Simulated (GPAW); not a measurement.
The system is HoTe.

```
Ho Te
1.0
     3.68023    0.00000    0.00000
     0.00000    3.68023    0.00000
     0.00000    0.00000    3.68023
Ho Te
1 1
Direct
  0.00000 0.00000 0.00000
  0.50000 0.50000 0.50000
```

The cell comes from a database or a generator and needn't be the stable form of this composition.

Program: GPAW 26.7.0. Alike in all runs: task single point; cell as given; k mesh 5 × 5 × 5; cutoff (eV) 800; smearing gaussian 0.05 eV.

Task: Order these runs on this cell by their pressure, lowest first.
A. level r2SCAN; potentials or basis GPAW PAW data sets (gpaw-data 1.2.1), pw; spin off
B. level LDA+U; potentials or basis the program's PAW data sets (release 1.2.1) made for this functional, pw; spin collinear, random start; U Ho f U = 3 eV
C. level LDA+U; potentials or basis the program's PAW data sets (release 1.2.1) made for this functional, pw; spin collinear, ferromagnetic start; U Ho f U = 6 eV

Result: C (0.4 GPa), B (3.0 GPa), A (8.5 GPa).

Caveats: one-centre terms of the f shell are cut off; the magnetic or orbital state may not be the lowest (some runs); the PAW data sets were made with another functional, which shifts forces and pressure a little (some runs).
